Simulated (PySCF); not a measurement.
**AlHSBr (SMILES [SH][Al][Br]): CASSCF(9,9)/def2-SVP**

Aim: the vertical ionisation energy of AlHSBr at CASSCF(9,9)/def2-SVP, from 2 runs. Input form: a Python script.

The results are computed with PySCF 2.14.0.

1 further run of the same task is left out (set aside as unsound or not needed).

## (1) The structure to begin with

The species is AlHSBr (4 atoms), meant as a doublet with charge 0. SMILES: `[SH][Al][Br]`. The shape is that of a PBE0-D4/def2-TZVP optimisation.

Bond lengths: S1–Al2 2.193 Å, Al2–Br3 2.270 Å, S1–H4 1.345 Å. Angles: S1–Al2–Br3 115.4°, Al2–S1–H4 93.0°.

## (2) A single-point energy at CASSCF(9,9)/def2-SVP

Input file calc.py:

```python
import numpy
from pyscf import gto, scf, mp, mcscf

system = gto.M(
    atom=[
    ('S', (0.335000, 1.032000, -0.766800)),
    ('Al', (-0.343200, -0.500000, 0.648800)),
    ('Br', (0.369500, -2.610800, 0.213000)),
    ('H', (-0.305700, 2.018500, -0.115400)),
],
    basis='def2-svp',
    max_memory=1860,
    verbose=3,
    spin=1,
)

mf = system.ROHF()
mf.conv_tol = 1e-10
mf.kernel()
if not mf.converged:
    mf = mf.newton().run(mf.mo_coeff, mf.mo_occ)

pt = mp.MP2(scf.addons.convert_to_uhf(mf)).run()
noons, natorbs = mcscf.addons.make_natural_orbitals(pt)
print('natural occupations', numpy.round(noons[:40], 4))
cas = mcscf.CASSCF(mf, 9, 9)
cas.fix_spin_(ss=0.75)
cas.natorb = True
cas.kernel(natorbs)
e_tot = cas.e_tot
print('Final energy', e_tot)
```

The run is started by

```bash
$ OMP_NUM_THREADS=1 python calc.py
```

What it wrote:

```text
converged SCF energy = -3212.02126677739
E(UMP2) = -3212.47328973543  E_corr = -0.45202295803925
E(SCS-UMP2) = -3212.44750404242  E_corr = -0.42623726503617
natural occupations [2.     2.     2.     2.     2.     2.     2.     1.9999 1.9998 1.9997
 1.9997 1.9997 1.9996 1.9994 1.9994 1.9994 1.9994 1.9994 1.9993 1.9961
 1.9961 1.9961 1.9961 1.9961 1.9881 1.984  1.9661 1.9649 1.9638 1.9623
 1.9622 1.9586 0.9968 0.0245 0.0233 0.0232 0.0198 0.0161 0.016  0.0153]
CASSCF energy = -3212.07721001033
CASCI E = -3212.07721001033  E(CI) = -13.9315151812466  S^2 = 0.7500000
Final energy -3212.077210010328
```

Wall time 25 s (1 thread of Arm Neoverse V2, shared host); peak memory 0.26 GiB.

## (3) The singlet cation at the same level

Input file run.py:

```python
import numpy
from pyscf import gto, scf, mp, mcscf

system = gto.M(
    atom=[
    ('S', (0.335000, 1.032000, -0.766800)),
    ('Al', (-0.343200, -0.500000, 0.648800)),
    ('Br', (0.369500, -2.610800, 0.213000)),
    ('H', (-0.305700, 2.018500, -0.115400)),
],
    basis='def2-svp',
    verbose=4,
    charge=1,
    max_memory=1860,
)

calc0 = system.RHF()
calc0.conv_tol = 1e-10
calc0.kernel()
if not calc0.converged:
    calc0 = calc0.newton().run(calc0.mo_coeff, calc0.mo_occ)

pt = mp.MP2(scf.addons.convert_to_uhf(calc0)).run()
noons, natorbs = mcscf.addons.make_natural_orbitals(pt)
print('natural occupations', numpy.round(noons[:40], 4))
cas = mcscf.CASSCF(calc0, 9, 8)
cas.fix_spin_(ss=0.0)
cas.natorb = True
cas.kernel(natorbs)
etot = cas.e_tot
print('E = %.10f Eh' % etot)
```

The run is started by

```bash
$ OMP_NUM_THREADS=1 python run.py
```

What it wrote:

```text
PySCF version 2.14.0

[INPUT] num. atoms = 4
[INPUT] num. electrons = 64
[INPUT] charge = 1
[INPUT] spin (= nelec alpha-beta = 2S) = 0
[INPUT] symmetry False subgroup None
[INPUT] Mole.unit = angstrom
[INPUT] Symbol           X                Y                Z      unit          X                Y                Z       unit  Magmom
[INPUT]  1 S      0.335000000000   1.032000000000  -0.766800000000 AA    0.633058251729   1.950197360551  -1.449041992316 Bohr   0.0
[INPUT]  2 Al    -0.343200000000  -0.500000000000   0.648800000000 AA   -0.648554005951  -0.944863062283   1.226054309618 Bohr   0.0
[INPUT]  3 Br     0.369500000000  -2.610800000000   0.213000000000 AA    0.698253803027  -4.933696966014   0.402511664532 Bohr   0.0
[INPUT]  4 H     -0.305700000000   2.018500000000  -0.115400000000 AA   -0.577689276280   3.814412182435  -0.218074394775 Bohr   0.0

[... 50 lines left out ...]
converged SCF energy = -3211.7202076698
[... 34 lines left out ...]
sorting_mo_energy = False
[... 32 lines left out ...]
1-step CASSCF converged in   9 macro (147 JK  31 micro) steps
[... 3 lines left out ...]
Natural orbital (expansion on meta-Lowdin AOs) in CAS space
[... 27 lines left out ...]
CASSCF energy = -3211.80244515992
[... 1 line left out ...]
E = -3211.8024451599 Eh
```

It took 13 s on 1 thread of Arm Neoverse V2, shared host; peak memory 0.26 GiB.

## (4) Outcome

Level: CASSCF(9,9)/def2-SVP.

| quantity | value |
| --- | --- |
| doublet AlHSBr: total energy | -3212.07721 Eh |
| doublet AlHSBr: dipole moment (Hartree–Fock density) | 2.78 D |
| singlet cation: total energy | -3211.80245 Eh |
| singlet cation: HOMO energy (Hartree–Fock orbitals) | -16.13 eV |
| singlet cation: LUMO energy (Hartree–Fock orbitals) | -7.50 eV |
| singlet cation: HOMO–LUMO gap (Hartree–Fock orbitals) | 8.63 eV |
| vertical ionisation energy (to the singlet cation) | 7.477 eV |

The vertical ionisation energy comes to 7.48 eV (172 kcal/mol). Only the singlet of the ionised species was computed; a triplet could lie lower. Mulliken charges (singlet cation) of the mean-field density run from -0.14 on Br3 to +1.10 on Al2; they depend strongly on the basis.
